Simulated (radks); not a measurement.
# Spin polarisation of the 4p shell in Ga

The task here is to estimate one member of a computed series from the others.

Method: non-relativistic Kohn-Sham, PBE, spin-polarised, spherical densities, point nucleus. Code: radks (a radial shooting solver on a logarithmic mesh, Libxc functionals) version 1.

**The atom as given**

| Item | Value |
| --- | --- |
| element | gallium (Z = 31) |
| charge | 0 |
| electrons | 31 |
| configuration | [Ar] 3d10 4s2 4p(up 0.5, down 0.5) |

A shell typed twice in an input gives spin up, then spin down.

The first run:

The run's settings:

```text
Z 31
configuration [Ar] 3d10 4s2 4p0.5 4p0.5
relativity non-relativistic
functional pbe,pbe
spin polarised
nucleus point
```

Among the steps run: No moment.

One of the session's tables, all rows but one given; the rest of the session is left out.

Sizes of the orbitals, from the radial functions (bohr):

```
level      <r>  outermost maximum (interpolated)  90 % within  nodes
   1s  0.04943                            0.0326       0.0880      0
   2s        ?                                 ?            ?      ?
   2p   0.1922                             0.148        0.314      0
   3s   0.6625                             0.573        0.992      2
   3p   0.6838                             0.571         1.05      1
   3d   0.8057                             0.532         1.39      0
   4s    2.383                              1.93         3.64      3
   4p    3.424                              2.55         5.50      2
```

Estimate the missing values for 2s.

**Answer.** <r>: 0.2215; outermost maximum (interpolated): 0.186; 90 % within: 0.342; nodes: 1. In the column «<r>» it lies between 2p (0.1922) and 3s (0.6625).
